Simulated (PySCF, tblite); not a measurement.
**C₅H₉OSi radical: geometry, infrared bands and EPR parameters**

What infrared bands and EPR parameters should C₅H₉OSi radical (`C[C@@H]1C=CC[SiH]O1`) show?

Programs: tblite 0.8.0 and PySCF 2.14.0, with density-fitted response routines of our own. Each step states its level of theory. These are calculated values for one molecule in the gas phase, unless marked as measured. Atoms count from 0, in the outputs and in this text.

## Step 1: The molecule as given

16 atoms, charge 0, multiplicity 2; geometry from: force field or distance geometry start.

Bonds of the start (Å): C0–C1 1.52, C1–C2 1.47, C2–C3 1.33, C3–C4 1.46, C4–Si5 1.88, Si5–O6 1.71, O6–C1 1.36, C0–H7 1.11, C0–H8 1.11, C0–H9 1.11, C1–H10 1.13, C2–H11 1.10, C3–H12 1.11, C4–H13 1.11, C4–H14 1.10, Si5–H15 1.50.

## Step 2: Geometry optimisation with GFN2-xTB

The job: settings as JSON, then the geometry in Å.

```
{"job": {"kind": "relax", "xc": "GFN2-xTB", "basis": "xTB"}, "charge": 0, "multiplicity": 2}
C      1.842500    -0.015900    -0.412100
C      0.782600     0.796600     0.314400
C      0.009300    -0.127100     1.152200
C     -1.009500    -0.864000     0.723800
C     -1.385600    -0.784000    -0.689600
Si    -1.404900     1.060900    -1.069200
O      0.102700     1.643800    -0.502900
H      1.802500    -1.099900    -0.165100
H      2.837500     0.337900    -0.080700
H      1.769900     0.104200    -1.510700
H      1.351100     1.447900     1.044900
H      0.248100    -0.219300     2.222000
H     -1.567000    -1.538000     1.406900
H     -2.365300    -1.236900    -0.928200
H     -0.570200    -1.235100    -1.280000
H     -2.451100     1.737800    -0.237100
```

Command:

```sh
> OMP_NUM_THREADS=1 python probes_run.py task.json out
```

The driver reads the jobs from task.json and runs them one after another.

What it wrote:

```text
step      E/eV     max force
  0    -572.32920    2.615
  1    -572.58731    0.887
  2    -572.63245    0.605
  3    -572.66416    0.761
  4    -572.69172    0.407
  5    -572.70817    0.258
  6    -572.71702    0.235
  7    -572.72499    0.218
  8    -572.72997    0.186
  9    -572.73312    0.148
 10    -572.73526    0.102
 11    -572.73681    0.106
 12    -572.73800    0.110
 13    -572.73882    0.093
 14    -572.73934    0.056
 15    -572.73983    0.057
 16    -572.74041    0.093
 17    -572.74112    0.106
 18    -572.74190    0.084
 19    -572.74263    0.074
 20    -572.74331    0.071
 21    -572.74403    0.073
 22    -572.74485    0.080
 23    -572.74569    0.087
 24    -572.74642    0.077
 25    -572.74701    0.051
 26    -572.74752    0.063
 27    -572.74797    0.061
 28    -572.74834    0.043
 29    -572.74864    0.042
 30    -572.74892    0.040
 31    -572.74921    0.045
 32    -572.74952    0.050
 33    -572.74982    0.053
 34    -572.75009    0.042
 35    -572.75037    0.043
 36    -572.75061    0.036
 37    -572.75082    0.033
 38    -572.75101    0.034
 39    -572.75122    0.043
 40    -572.75147    0.041
 41    -572.75173    0.046
 42    -572.75192    0.033
 43    -572.75208    0.030
 44    -572.75224    0.030
 45    -572.75245    0.035
 46    -572.75265    0.034
 47    -572.75280    0.035
 48    -572.75292    0.035
 49    -572.75302    0.031
 50    -572.75314    0.028
 51    -572.75325    0.026
 52    -572.75334    0.025
 53    -572.75343    0.029
 54    -572.75353    0.030
 55    -572.75364    0.028
 56    -572.75377    0.028
 57    -572.75391    0.033
 58    -572.75409    0.035
 59    -572.75435    0.050
 60    -572.75479    0.067
 61    -572.75562    0.083
 62    -572.75686    0.203
 63    -572.75878    0.151
 64    -572.76204    0.303
 65    -572.76732    0.270
 66    -572.77369    0.264
 67    -572.77422    0.253
 68    -572.78209    0.227
 69    -572.78628    0.300
 70    -572.79290    0.191
 71    -572.79861    0.429
 72    -572.80881    0.262
 73    -572.81866    0.212
 74    -572.82540    0.156
 75    -572.82843    0.237
 76    -572.83273    0.131
 77    -572.83531    0.125
 78    -572.83937    0.170
 79    -572.84183    0.120
 80    -572.84371    0.087
 81    -572.84443    0.070
 82    -572.84496    0.075
 83    -572.84549    0.056
 84    -572.84589    0.051
 85    -572.84616    0.060
 86    -572.84644    0.051
 87    -572.84677    0.047
 88    -572.84711    0.036
 89    -572.84737    0.030
 90    -572.84753    0.025
 91    -572.84766    0.022
 92    -572.84777    0.020
 93    -572.84787    0.028
 94    -572.84795    0.022
 95    -572.84802    0.023
 96    -572.84808    0.014
 97    -572.84811    0.014
 98    -572.84814    0.013
 99    -572.84817    0.012
100    -572.84820    0.014
101    -572.84824    0.012
102    -572.84827    0.010
103    -572.84829    0.010
```

Run time: 1.4 s. Hardware: 1 thread of AMD EPYC, shared host.

The steps of the relaxation: (not every step is listed)

```
step  energy from step 0 (eV)  largest force (eV/Å)
   0                   0.0000                2.6146
   1                  -0.2581                0.8865
   2                  -0.3032                0.6049
   3                  -0.3350                0.7613
   4                  -0.3625                0.4069
   5                  -0.3790                0.2581
   6                  -0.3878                0.2352
   7                  -0.3958                0.2182
   8                  -0.4008                0.1859
  17                  -0.4119                0.1062
  26                  -0.4183                0.0629
  35                  -0.4212                0.0429
  44                  -0.4230                0.0304
  53                  -0.4242                0.0295
  62                  -0.4277                0.2035
  71                  -0.4694                0.4293
  80                  -0.5145                0.0867
  89                  -0.5182                0.0305
  98                  -0.5189                0.0130
  99                  -0.5190                0.0117
 100                  -0.5190                0.0136
 101                  -0.5190                0.0124
 102                  -0.5191                0.0105
 103                  -0.5191                0.0096
```

Close pairs (by a distance rule), those that changed most:

```
   bond  before (Å)  after (Å)  change (Å)
 Si5–O6       1.713      1.626      -0.087
  C1–O6       1.359      1.410      +0.050
Si5–H15       1.498      1.465      -0.034
  C1–C2       1.467      1.501      +0.033
 C1–H10       1.132      1.100      -0.032
  C3–C4       1.465      1.493      +0.029
 C4–Si5       1.884      1.911      +0.027
 C3–H12       1.110      1.083      -0.026
```

The final coordinates are the input of the step that follows.

## Step 3: Infrared spectrum with GFN2-xTB

The job: settings as JSON, then the geometry in Å.

```
{"job": {"kind": "ir", "xc": "GFN2-xTB", "basis": "xTB"}, "charge": 0, "multiplicity": 2}
C      1.977983     0.094241    -0.400415
C      0.826457     0.805264     0.316843
C      0.069293    -0.160369     1.180950
C     -0.967098    -0.887151     0.783192
C     -1.535373    -0.868409    -0.597787
Si    -1.421859     0.949640    -1.175853
O      0.020911     1.465651    -0.633257
H      1.586140    -0.708432    -1.020081
H      2.668339    -0.322079     0.328578
H      2.506885     0.801114    -1.034737
H      1.245926     1.600373     0.950480
H      0.433787    -0.241066     2.195342
H     -1.463383    -1.527612     1.502291
H     -2.552494    -1.256811    -0.597267
H     -0.946525    -1.523033    -1.244372
H     -2.456589     1.787624    -0.565318
```

What it wrote:

```text
mode    cm-1     km/mol
  1      61.7      2.82
  2      95.9      0.71
  3     199.0      0.23
  4     240.1      2.05
  5     308.4      8.07
  6     373.0      5.22
  7     433.2      4.81
  8     504.4      4.00
  9     548.0     31.84
 10     620.1     40.25
 11     694.7     41.71
 12     702.5     30.80
 13     747.0     97.06
 14     795.4     11.01
 15     807.5     20.56
 16     887.4     20.40
 17     902.3      2.13
 18     983.4     29.72
 19    1014.2     12.52
 20    1050.0     45.08
 21    1082.4     41.83
 22    1116.4     12.57
 23    1135.2     30.33
 24    1204.1     18.37
 25    1249.6      1.87
 26    1286.4      7.25
 27    1308.3     10.89
 28    1351.9     11.64
 29    1389.4      6.67
 30    1468.0      0.89
 31    1478.0      3.67
 32    1489.6      2.83
 33    1702.3     32.48
 34    2217.5    320.82
 35    2871.7     58.79
 36    2948.3     21.25
 37    3005.2     24.59
 38    3030.9     55.76
 39    3038.3     29.29
 40    3039.1     22.26
 41    3042.7     21.36
 42    3067.6     59.21
```

Run time: 1 s. Hardware: 1 thread of AMD EPYC, shared host.

Which atoms move in the most intense modes:

```
cm⁻¹  km/mol                                atoms
 695    41.7           C4 31 %, Si5 21 %, C1 14 %
 747    97.1  O6 33 %, Si5 27 %, C2 12 %, C1 11 %
1050    45.1  C1 22 %, O6 18 %, H10 17 %, H9 10 %
1082    41.8            C1 49 %, C0 19 %, H7 18 %
2218   320.8                             H15 97 %
2872    58.8                             H10 93 %
3031    55.8                             H12 83 %
3068    59.2                             H11 87 %
```

## Step 4: g tensor and hyperfine couplings: B3LYP/pcH-1

Settings changed since step 3:

```diff
@@ -1,2 +1,2 @@
-{"job": {"kind": "ir", "xc": "GFN2-xTB", "basis": "xTB"}, "charge": 0, "multiplicity": 2}
+{"job": {"kind": "epr", "basis": "pcH-1"}, "charge": 0, "multiplicity": 2}
 C      1.977983     0.094241    -0.400415
```

With the program's defaults for keys left out, this is: UKS B3LYP, pcH-1 on C H O Si, non-relativistic, mean-field spin-orbit, GIAO.

What it wrote:

```text
UKS, coarse grid
  cycle   1  E = -560.52857553  |g| = 5.91e-01
  cycle   2  E = -560.23417664  |g| = 1.04e+00
  cycle   3  E = -560.65268616  |g| = 1.55e-01
  cycle   4  E = -560.66180375  |g| = 5.39e-02
  cycle   5  E = -560.66311241  |g| = 1.87e-02
  cycle   6  E = -560.66325631  |g| = 8.52e-03
  cycle   7  E = -560.66329434  |g| = 1.49e-03
  cycle   8  E = -560.66329564  |g| = 8.29e-04
UKS, final grid
  cycle   1  E = -560.66329985  |g| = 1.11e-03
  cycle   2  E = -560.66329924  |g| = 1.69e-03
  cycle   3  E = -560.66330038  |g| = 1.81e-04
  cycle   4  E = -560.66330040  |g| = 3.30e-05
  cycle   5  E = -560.66330040  |g| = 2.26e-05
E = -560.66330040 Eh   <S^2> = 0.7514 (exact 0.7500)
g shifts (ppm)      1          2          3
  rmc          -155       -155       -155
  gc             58         47         78
  oz_so        -266        332       1279
  total        -362        224       1203
hyperfine (MHz)  atom isotope    a_iso     a_fc   dipolar eigenvalues
    0   13C       6.85       6.85     -0.86     -0.25      1.11
    1   13C       6.48       6.47     -2.52     -2.14      4.66
    2   13C       0.83       0.84     -2.56     -1.63      4.18
    3   13C      12.41      12.41     -3.78     -0.83      4.61
    4   13C      28.85      28.84     -6.19     -5.57     11.76
    5  29Si    -601.94    -602.86   -148.96     72.86     76.10
    6   17O     -58.25     -58.17    -21.52     10.26     11.26
    7    1H       0.02       0.01     -1.54     -1.05      2.59
    8    1H      -0.48      -0.49     -0.96     -0.88      1.84
    9    1H       1.00       1.00     -1.26     -0.98      2.24
   10    1H      11.43      11.43     -2.07     -0.55      2.62
   11    1H       3.34       3.34     -1.76     -1.17      2.93
   12    1H      13.28      13.28     -1.66     -0.49      2.15
   13    1H      -2.63      -2.63     -4.13     -1.41      5.54
   14    1H       4.45       4.45     -4.69     -2.87      7.56
   15    1H     157.36     157.36     -7.79      0.59      7.20
```

Run time: 1.8 min. Hardware: 1 thread of AMD EPYC, shared host; peak memory 1 GiB.

Principal g values 2.00196, 2.00254, 2.00352; g(iso) = 2.00267, against 2.00232 for a free electron.

Hyperfine couplings; where a row names several nuclei, a(iso) is their mean (it holds for fast rotation or exchange) and the dipolar term the largest among them:

```
    nuclei  isotope  a(iso) (MHz)  a(iso) (G, at g = 2.0023)  largest dipolar term (MHz)
       Si5     29Si        -601.9                     -214.8                      -149.0
       H15       1H         157.4                       56.2                        -7.8
        O6      17O         -58.3                      -20.8                       -21.5
        C4      13C          28.9                       10.3                        11.8
       H12       1H          13.3                        4.7                         2.2
        C3      13C          12.4                        4.4                         4.6
       H10       1H          11.4                        4.1                         2.6
        C0      13C           6.9                        2.4                         1.1
        C1      13C           6.5                        2.3                         4.7
       H14       1H           4.4                        1.6                         7.6
       H11       1H           3.3                        1.2                         2.9
       H13       1H          -2.6                       -0.9                         5.5
        C2      13C           0.8                        0.3                         4.2
H7, H8, H9       1H           0.2                        0.1                         2.6
```

Mulliken spin populations:

C0 0.00; C1 0.01; C2 0.02; C3 -0.01; C4 0.03; Si5 0.83; O6 0.04; H7 0.00; H8 0.00; H9 0.00; H10 0.01; H11 0.00; H12 0.01; H13 0.00; H14 0.00; H15 0.07

In first order the couplings over 0.8 MHz of 1H give 64 distinct lines over 68.7 G, if the averaged nuclei exchange fast.

Orbitals, density, ELF and potential are computed afterwards from the orbital file.

ELF in a plane through or near 5 of the atoms.

Ten even steps from '0' (0.00) to '9' (1.00):
```
0000000000000000000000000000
0000000000000000000000000000
0000000000000000000000000000
0000000000000000001000000000
0000000000000111133200000000
0000014510002554455200000000
0000189981002666543000000000
0000599995101566553113310000
0000399996410123786699981000
0000146841440002526799993000
0000025714451002523699982000
0000389995420002898766630000
0000599995102332246510000000
0000399981025442113520000000
0000036720023236567851000000
0000000000000138999973100000
0000000000000149999973000000
0000000000000258999851000000
0000000000000013554200000000
0000000000000000000000000000
```
The map spans 10.8 Å across and 9.2 Å up, centred on the molecule. Atoms in the plane (x, y in Å): C0 (-1.9, -0.1), C4 (1.7, 0.0), H8 (-2.5, 0.8), H9 (-2.6, -1.0), H13 (2.8, 0.2).

log10 of the density (e/Å³) in the same plane.

Ten even steps from '0' (-4.0) to '9' (1.2):
```
0000000000000000000000000000
0000000000000000000000000000
0000000000000011111100000000
0000000000011222333221000000
0000011111223334444321100000
0000123333334445555432210000
0001244554444556666543321000
0002355665555566776554432000
0012456877665556777776542100
0012456788765556789887643100
0012456799875556789776543100
0012456787765556777765532100
0012356776556666677654321000
0001345555556666776654321000
0001233444455566676654320000
0000011222334455666543310000
0000000001123345555443210000
0000000000012334444332100000
0000000000001222332221000000
0000000000000011111110000000
```
The map spans 10.8 Å across and 9.2 Å up, centred on the molecule. Atoms in the plane (x, y in Å): C0 (-1.9, -0.1), C4 (1.7, 0.0), H8 (-2.5, 0.8), H9 (-2.6, -1.0), H13 (2.8, 0.2).

On the surface of density 0.002 e/bohr³ the electrostatic potential runs, from the 1st to the 99th percentile, from -1.27 V near O6 to 0.85 V near H11.

The spin density lies nearest to Si5 65 %; H15 14 %; O6 8 %.

## Step 5: What came out

| quantity | value |
| --- | --- |
| strongest single infrared mode (GFN2-xTB) | 2218 cm⁻¹, 321 km/mol |
| zero-point energy (GFN2-xTB) | 79.3 kcal/mol |
| g(iso) (B3LYP) | 2.00267 |
| ⟨S²⟩ | 0.751 (exact 0.75) |
| largest a(iso) (averaged by class) | 29Si on Si5, -601.9 MHz |
| surface potential, 1st and 99th percentile | -1.27 V and 0.85 V |

In words: The optimisation took 103 steps and gained 0.519 eV; among the close pairs (by a distance rule), Si5–O6 changed most, from 1.713 to 1.626 Å. All 42 modes are real, so the xTB geometry is a minimum. The strongest single mode, at 2218 cm⁻¹, moves mainly H15. Unscaled tight-binding wavenumbers are off by several per cent, some by more. Its intensities can rank the bands wrongly. Si5 carries the largest spin population, 0.83 e. The isotropic g lies 0.4 ppt above the free-electron value.
